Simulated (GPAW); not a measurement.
# VSi2 (P6_422) in GPAW: band structure with PBEsol

Aim: the band structure of VSi2 with PBEsol.

Program: GPAW 26.7.0. These are calculated values, not measurements. Logs are shortened: lines on timing, memory, paths and dates and some standing lists are left out, and cuts for length are marked. The log counts tension as positive stress, the text compression.

## 1. The structure

Symmetry: P6_422, No. 181, hexagonal system. Conventional cell: a = 4.573 Å, b = 4.573 Å, c = 6.374 Å, α = 90.00°, β = 90.00°, γ = 120.00°. Around V (site symmetry 222) lie 10 Si at 2.51 to 2.67 Å. Si (site symmetry 2) is surrounded by 5 Si at 2.48 to 2.67 Å and 5 V at 2.51 to 2.67 Å.

## 2. Band structure, PBEsol, collinear spin, ferromagnetic start

File run.py:

```python
from ase import Atoms
from ase.dft.bandgap import bandgap
from ase.io import write
from ase.units import GPa
from gpaw import GPAW, PW, setup_paths

setup_paths.insert(0, '.')

atoms = Atoms(['V', 'V', 'V', 'Si', 'Si', 'Si', 'Si', 'Si', 'Si'],
              cell=[[4.5726, 0.0, 0.0],
                    [-2.2863, 3.9599877613, 0.0],
                    [0.0, 0.0, 6.3744]],
              scaled_positions=[[0.0, 0.5, 0.3333333333],
                                [0.5, 0.5, 0.6666666667],
                                [0.5, 0.0, 0.0],
                                [0.3252, 0.1626, 0.3333333333],
                                [0.1626, 0.8374, 0.6666666667],
                                [0.8374, 0.6748, 0.0],
                                [0.6748, 0.8374, 0.3333333333],
                                [0.8374, 0.1626, 0.6666666667],
                                [0.1626, 0.3252, 0.0]],
              pbc=True)
atoms.set_initial_magnetic_moments([2.0, 2.0, 2.0, 0.0, 0.0, 0.0, 0.0, 0.0, 0.0])

calc = GPAW(mode=PW(600),
            xc='PBEsol',
            kpts={'size': (5, 5, 3), 'gamma': True},
            occupations={'name': 'fermi-dirac', 'width': 0.05},
            nbands=57,
            convergence={'density': 1e-05, 'energy': 1e-05},
            maxiter=150,
            txt='gpaw.txt')
atoms.calc = calc
energy = atoms.get_potential_energy()
forces = atoms.get_forces()
stress = atoms.get_stress()
calc.write('gs.gpw')
write('result.traj', atoms)
print(f'Energy: {energy:.6f} eV')
print('Forces (eV/A):')
print(forces.round(4))
print('Stress (GPa):', (stress / GPa).round(3))
print('Moments:', calc.get_magnetic_moments().round(3))
print('Fermi level:', round(calc.get_fermi_level(), 4), 'eV')
print(f'Gap: {bandgap(calc)[0]:.4f} eV, direct: {bandgap(calc, direct=True)[0]:.4f} eV')

path = atoms.cell.bandpath('GMKGALHA,LM,KH', npoints=60, eps=1e-4)
bs_calc = calc.fixed_density(kpts=path, symmetry='off', nbands=83,
                             convergence={'bands': 'CBM+6.0', 'eigenstates': 1e-6}, txt='bands.txt')
bs = bs_calc.band_structure()
bs.write('bs.json')
print(f'Gap on the path: {bandgap(bs_calc)[0]:.4f} eV')
```

Potentials or basis: PAW data sets generated in the run's folder for this functional, pw.

Launch:

```bash
gpaw-setup -f PBEsol Si V
OMP_NUM_THREADS=1 python run.py
```

gpaw.txt:

```text
__  _  _
 | _ |_)|_||  |
 |__||  | ||/\| - 26.7.0

Input parameters:
  mode=PW(ecut=600.0),
  convergence={'density': 1e-05, 'energy': 1e-05},
  kpts=MonkhorstPack(size=(5, 5, 3), gamma=True),
  maxiter=150,
  nbands=57,
  occupations=Occupations(name='fermi-dirac', width=0.05),
  xc=XC(name='PBEsol')

Diagonalizing LCAO Hamiltonian
Converting LCAO to pw mode

         Si   V
                   Si
              Si
        V
             Si
                 Si
           Si  V

Atoms  # Å, Bohr magnetons
|   | symbol |         x |        y |        z |    initial magnetic moments |
|---|--------|-----------|----------|----------|-----------------------------|
| 0 |      V | -1.143150 | 1.979994 | 2.124800 | ( 0.0000,  0.0000,  2.0000) |
| 1 |      V |  1.143150 | 1.979994 | 4.249600 | ( 0.0000,  0.0000,  2.0000) |
| 2 |      V |  2.286300 | 0.000000 | 0.000000 | ( 0.0000,  0.0000,  2.0000) |
| 3 |     Si |  1.115257 | 0.643894 | 2.124800 | ( 0.0000,  0.0000,  0.0000) |
| 4 |     Si | -1.171043 | 3.316094 | 4.249600 | ( 0.0000,  0.0000,  0.0000) |
| 5 |     Si |  2.286300 | 2.672200 | 0.000000 | ( 0.0000,  0.0000,  0.0000) |
| 6 |     Si |  1.171043 | 3.316094 | 2.124800 | ( 0.0000,  0.0000,  0.0000) |
| 7 |     Si |  3.457343 | 0.643894 | 4.249600 | ( 0.0000,  0.0000,  0.0000) |
| 8 |     Si |  0.000000 | 1.287788 | 0.000000 | ( 0.0000,  0.0000,  0.0000) |

Unit cell  # Å
| periodic |         x |        y |        z |  lengths |     angles |
|----------|-----------|----------|----------|----------|------------|
|      yes |  4.572600 | 0.000000 | 0.000000 | 4.572600 |  90.000000 |
|      yes | -2.286300 | 3.959988 | 0.000000 | 4.572600 |  90.000000 |
|      yes |  0.000000 | 0.000000 | 6.374400 | 6.374400 | 120.000000 |

Number of symmetries: 4
Symmetry operations  # r_c * U_cc + t_c -> r_c
|   | kind |            matrix            |
|---|------|------------------------------|
| 0 |  E   |  1, 0, 0,  0, 1, 0,  0, 0, 1 |
| 1 |  C2  |  1, 0, 0, -1,-1, 0,  0, 0,-1 |
| 2 |  C2  | -1, 0, 0,  1, 1, 0,  0, 0,-1 |
| 3 |  C2  | -1, 0, 0,  0,-1, 0,  0, 0, 1 |

BZ-sampling:
  Number of BZ points: 75
  Number of IBZ points: 18

  Monkhorst-Pack size: [5, 5, 3]
  Monkhorst-Pack shift: [0, 0, 0]

K-points  # in reciprocal-cell coordinates
|     |                                coordinates |     weight |
|-----|--------------------------------------------|------------|
|   0 | (  0.00000000,   0.00000000,   0.00000000) | 0.01333333 |
|   1 | (  0.00000000,   0.00000000,   0.33333333) | 0.02666667 |
|   2 | (  0.00000000,   0.20000000,   0.00000000) | 0.02666667 |
|   3 | (  0.00000000,   0.20000000,   0.33333333) | 0.05333333 |
|   4 | (  0.00000000,   0.40000000,   0.00000000) | 0.02666667 |
|   5 | (  0.00000000,   0.40000000,   0.33333333) | 0.05333333 |
|   6 | (  0.20000000,   0.00000000,   0.00000000) | 0.05333333 |
|   7 | (  0.20000000,   0.00000000,   0.33333333) | 0.10666667 |
|   8 | (  0.20000000,   0.20000000,   0.00000000) | 0.05333333 |
|   9 | (  0.20000000,   0.20000000,   0.33333333) | 0.10666667 |
| ... |                                            |            |
[... 91 lines left out ...]
  History deletion threshold: 6.0
  Fourier metric: weight=20.0, sigma=0.015

occupation numbers:
  Fermi-Dirac:
    width: 0.0500  # eV

poisson solver:
  ecut: 4800.0  # eV

xc functional:
  name: PBEsol with 2 nearest neighbor stencil

convergence criteria:
- Maximum integral of absolute [dens]ity change: 1e-05 electrons / valence electron
- Maximum [total energy] change in last 3 cyles: 1e-05 eV / valence electron
- Maximum integral of absolute [eigenst]ate change: 4e-08 eV^2 / valence electron
maximum number of iterations: 150

SCF iterations
|iter     | |      energy | eigst |  dens |  magmom |
|---------|-|-------------|-------|-------|---------|
|iter:   1| |  -65.777943 | +0.80 |       |  +6.0176|
|iter:   2| |  -66.397328 | -0.82 | -0.94 |  +5.8282|
|iter:   3| |  -73.372858 | -0.52 | -0.93 |  +3.0954|
|iter:   4| |  -68.911166 | -0.38 | -0.82 |  +3.8696|
|iter:   5| |  -66.907169 | -1.07 | -0.92 |  +2.1285|
|iter:   6| |  -66.994185 | -2.20 | -1.65 |  +1.0804|
|iter:   7| |  -67.061424 | -2.83 | -1.84 |  +0.9931|
|iter:   8| |  -66.996435 | -2.97 | -1.70 |  +0.6840|
|iter:   9| |  -67.002597 | -3.39 | -2.20 |  +0.4570|
|iter:  10| |  -67.002975 | -3.97 | -2.55 |  +0.3592|
|iter:  11| |  -67.002943c| -4.30 | -2.73 |  +0.2794|
|iter:  12| |  -67.003111c| -4.53 | -3.01 |  +0.1622|
|iter:  13| |  -67.003160c| -4.74 | -3.20 |  +0.0566|
|iter:  14| |  -67.003176c| -4.97 | -3.49 |  -0.0313|
|iter:  15| |  -67.003178c| -6.15 | -3.94 |  -0.0151|
|iter:  16| |  -67.003178c| -6.38 | -4.35 |  -0.0003|
|iter:  17| |  -67.003178c| -7.80c| -5.09c|  +0.0004|

Converged in 17 steps
Energy contributions relative to reference atoms: (reference = -124608.395885)

Energy contributions:
  Kinetic:          24.352150
  Coulomb:         -14.130517
  Zero:              0.323969
  External:          0.000000
  Xc:              -77.520436
  Entropy:          -0.056688
  Spinorbit:         0.000000
  ----------------------------
  Free energy:     -67.031522
  Extrapolated:    -67.003178

dipole moment: (-5.515543, -9.553201, -43.081937)  # |e|*Ang

Total magnetic moment: (0.000000, 0.000000, 0.000369)

Local magnetic moments
|        x |        y |        z |
|----------|----------|----------|
| 0.000000 | 0.000000 | 0.000078 |  # V    0
| 0.000000 | 0.000000 | 0.000078 |  # V    1
| 0.000000 | 0.000000 | 0.000085 |  # V    2
| 0.000000 | 0.000000 | 0.000010 |  # Si   3
| 0.000000 | 0.000000 | 0.000010 |  # Si   4
| 0.000000 | 0.000000 | 0.000010 |  # Si   5
| 0.000000 | 0.000000 | 0.000010 |  # Si   6
| 0.000000 | 0.000000 | 0.000010 |  # Si   7
| 0.000000 | 0.000000 | 0.000010 |  # Si   8

Fermi level: 10.472
Eigenvalues  # (at kpt = [0.000, 0.000, 0.000])
| band index |      eig [eV] | occ [0-1] |      eig [eV] | occ [0-1] |
|------------|---------------|-----------|---------------|-----------|
|          0 |       -53.242 |     1.000 |       -53.242 |     1.000 |
|        ... |               |           |               |           |
|         24 |         8.261 |     1.000 |         8.261 |     1.000 |
|         25 |         8.338 |     1.000 |         8.338 |     1.000 |
|         26 |         8.338 |     1.000 |         8.338 |     1.000 |
|         27 |         8.374 |     1.000 |         8.374 |     1.000 |
|         28 |         8.374 |     1.000 |         8.374 |     1.000 |
|         29 |         8.695 |     1.000 |         8.695 |     1.000 |
[... 8 lines left out ...]
|         38 |        13.283 |     0.000 |        13.283 |     0.000 |
|         39 |        13.529 |     0.000 |        13.529 |     0.000 |
|        ... |               |           |               |           |
|         56 |        22.229 |     0.000 |        22.229 |     0.000 |

No gap
No difference between direct/indirect transitions

Forces  # eV/Ang
|        x |        y |        z |
|----------|----------|----------|
|  0.00000 |  0.00000 | -0.00002 |  # V    0
|  0.00000 | -0.00000 |  0.00002 |  # V    1
|  0.00000 |  0.00000 |  0.00000 |  # V    2
|  0.04109 |  0.02368 |  0.00002 |  # Si   3
|  0.04109 | -0.02368 | -0.00002 |  # Si   4
|  0.00000 | -0.04749 |  0.00000 |  # Si   5
| -0.04109 | -0.02368 |  0.00002 |  # Si   6
| -0.04109 |  0.02368 | -0.00002 |  # Si   7
|  0.00000 |  0.04749 |  0.00000 |  # Si   8

Stress tensor  # eV/Ang^3
|         x |         y |         z |
|-----------|-----------|-----------|
|  0.023962 | -0.000000 |  0.000000 |
| -0.000000 |  0.023963 | -0.000000 |
|  0.000000 | -0.000000 |  0.024702 |

# Writing to gs.gpw (mode='')
```

stdout:

```text
Energy: -67.003178 eV
Forces (eV/A):
[[ 0.      0.     -0.    ]
 [ 0.     -0.      0.    ]
 [ 0.      0.      0.    ]
 [ 0.0411  0.0237  0.    ]
 [ 0.0411 -0.0237 -0.    ]
 [ 0.     -0.0475  0.    ]
 [-0.0411 -0.0237  0.    ]
 [-0.0411  0.0237 -0.    ]
 [ 0.      0.0475  0.    ]]
Stress (GPa): [ 3.839  3.839  3.958 -0.     0.    -0.   ]
Moments: [0. 0. 0. 0. 0. 0. 0. 0. 0.]
Fermi level: 10.4718 eV
Gap: 0.0000 eV, direct: 0.0000 eV
Gap on the path: 0.0000 eV
```

Wall time 11 min (1 thread of Arm Neoverse V2, shared host); peak memory 1.1 GiB.

Results:

| Quantity | Value |
| --- | --- |
| Free energy | -67.0315 eV |
| Pressure | -3.9 GPa |
| Largest force | 0.047 eV/Å |
| Band gap along the path | none (metal or under the smearing width) |
| Net moment | 0.00 μB per cell |

Forces on the atoms (eV/Å):
```
V    0.000  0.000  0.000
V    0.000  0.000  0.000
V    0.000  0.000  0.000
Si   0.041  0.024  0.000
Si   0.041 -0.024  0.000
Si   0.000 -0.047  0.000
Si  -0.041 -0.024  0.000
Si  -0.041  0.024  0.000
Si   0.000  0.047  0.000
```

Stress tensor (GPa, compression positive):
```
-3.84  0.00  0.00
 0.00 -3.84  0.00
 0.00  0.00 -3.96
```

Levels at the corners of the path, in eV from the Fermi level:
Spin up:
```csv
point,band 28,band 29,band 30,band 31,band 32,band 33,band 34,band 35
Γ,-2.10,-2.10,-1.78,-1.78,-1.69,0.37,2.07,2.42
M,-1.36,-0.68,-0.55,-0.10,0.05,0.43,1.03,1.39
K,-1.29,-1.29,-1.16,0.17,0.17,0.31,1.36,1.54
Γ,-2.10,-2.10,-1.78,-1.78,-1.69,0.37,2.07,2.42
A,-1.95,-1.83,-1.83,-1.55,0.55,0.55,2.07,2.43
L,-1.40,-1.38,-1.26,-0.44,-0.05,0.83,1.26,1.71
H,-1.96,-0.43,-0.43,-0.07,-0.07,0.53,1.29,1.81
A,-1.95,-1.83,-1.83,-1.55,0.55,0.55,2.07,2.43
L,-1.40,-1.38,-1.26,-0.44,-0.05,0.83,1.26,1.71
M,-1.36,-0.68,-0.55,-0.10,0.05,0.43,1.03,1.39
K,-1.29,-1.29,-1.16,0.17,0.17,0.31,1.36,1.54
H,-1.96,-0.43,-0.43,-0.07,-0.07,0.53,1.29,1.81
```
Spin down:
| point | band 28 | band 29 | band 30 | band 31 | band 32 | band 33 | band 34 | band 35 |
| --- | --- | --- | --- | --- | --- | --- | --- | --- |
| Γ | -2.10 | -2.10 | -1.78 | -1.78 | -1.69 | 0.37 | 2.08 | 2.42 |
| M | -1.36 | -0.68 | -0.55 | -0.10 | 0.05 | 0.43 | 1.03 | 1.39 |
| K | -1.29 | -1.29 | -1.16 | 0.17 | 0.17 | 0.31 | 1.36 | 1.54 |
| Γ | -2.10 | -2.10 | -1.78 | -1.78 | -1.69 | 0.37 | 2.08 | 2.42 |
| A | -1.95 | -1.83 | -1.83 | -1.55 | 0.55 | 0.55 | 2.07 | 2.43 |
| L | -1.40 | -1.38 | -1.26 | -0.44 | -0.05 | 0.83 | 1.26 | 1.71 |
| H | -1.96 | -0.43 | -0.43 | -0.07 | -0.07 | 0.53 | 1.29 | 1.81 |
| A | -1.95 | -1.83 | -1.83 | -1.55 | 0.55 | 0.55 | 2.07 | 2.43 |
| L | -1.40 | -1.38 | -1.26 | -0.44 | -0.05 | 0.83 | 1.26 | 1.71 |
| M | -1.36 | -0.68 | -0.55 | -0.10 | 0.05 | 0.43 | 1.03 | 1.39 |
| K | -1.29 | -1.29 | -1.16 | 0.17 | 0.17 | 0.31 | 1.36 | 1.54 |
| H | -1.96 | -0.43 | -0.43 | -0.07 | -0.07 | 0.53 | 1.29 | 1.81 |

## 3. The reference run

An earlier run on the cell as given: functional PBEsol; potentials or basis PAW data sets generated in the run's folder for this functional; cutoff 600 eV; basis pw; k mesh 7 × 7 × 4; occupations fermi-dirac, width 0.05 eV; collinear spin, ferromagnetic start; starting moments [2.0, 2.0, 2.0, 0.0, 0.0, 0.0, 0.0, 0.0, 0.0] μB.

- Pressure: -3.9 GPa
- Largest force: 0.063 eV/Å
- Band gap on the k mesh: none (metal or under the smearing width)
- Net moment: 0.00 μB per cell
